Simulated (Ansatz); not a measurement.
# CdHgS2: the cost of one run

Computed with Ansatz 0.2.0 (DFT PBE, scalar-relativistic, plane waves, PAW, unless a step's input says otherwise).

## (1) The system as given

The structure is hexagonal, space group P-6m2 (No. 187). Conventional cell: a = 3.458 Å, b = 3.458 Å, c = 8.023 Å, α = 90.00°, β = 90.00°, γ = 120.00°. Cd (site symmetry -6m2) is surrounded by 6 S at 2.60 Å. Around Hg (site symmetry -6m2) lie 2 S at 2.35 Å. S (site symmetry 3m) has 1 Hg at 2.35 Å and 3 Cd at 2.60 Å as nearest neighbours.

As a file:

```xyz
4
Lattice="3.4580 0.0000 0.0000 -1.7290 2.9947 0.0000 0.0000 0.0000 8.0231" Properties=species:S:1:pos:R:3 pbc="T T T"
Cd    0.0000    1.9965    0.0000
Hg    0.0000    0.0000    4.0116
S     0.0000    0.0000    6.3576
S     0.0000    0.0000    1.6656
```

The cell is invented: close-packed anion layers stacked AA|A, with sites between them filled layer by layer (P-6m2, No. 187). Lengths come from tabulated atomic sizes and are only a guess.

## (2) The guess as it stands, on a coarse mesh

input.yaml reads:

```yaml
crystal:
  lattice:
    - [3.458, 0.0, 0.0]
    - [-1.729, 2.99471585, 0.0]
    - [0.0, 0.0, 8.02311313]
  atoms:
    - { symbol: Cd, position: [0.33333333, 0.66666667, 0.0] }
    - { symbol: Hg, position: [0.0, 0.0, 0.5] }
    - { symbol: S, position: [0.0, 0.0, 0.7924052] }
    - { symbol: S, position: [0.0, 0.0, 0.2075948] }
basis:
  ecutwfc: 420
kpoints:
  mp_grid: { grid: [6, 6, 2] }
hamiltonian:
  xc: pbe
scf:
  occupations: { method: gaussian, width: 0.1 }
  lower_state_search: "off"
output:
  forces: true
  stress: true
  eigenvalues: true
```

On the command line:

```
$ ansatz run input.yaml --threads 1 --pin off --max-ram 2048MiB --backend cpu --events-out ev --progress --plain --runs-dir out
```

**Question.** How long does this run take on 1 thread of Intel Xeon Platinum 8488C (Sapphire Rapids), shared host, and how much memory does it need?

About 2.5 s, with a peak of 0.39 GiB.
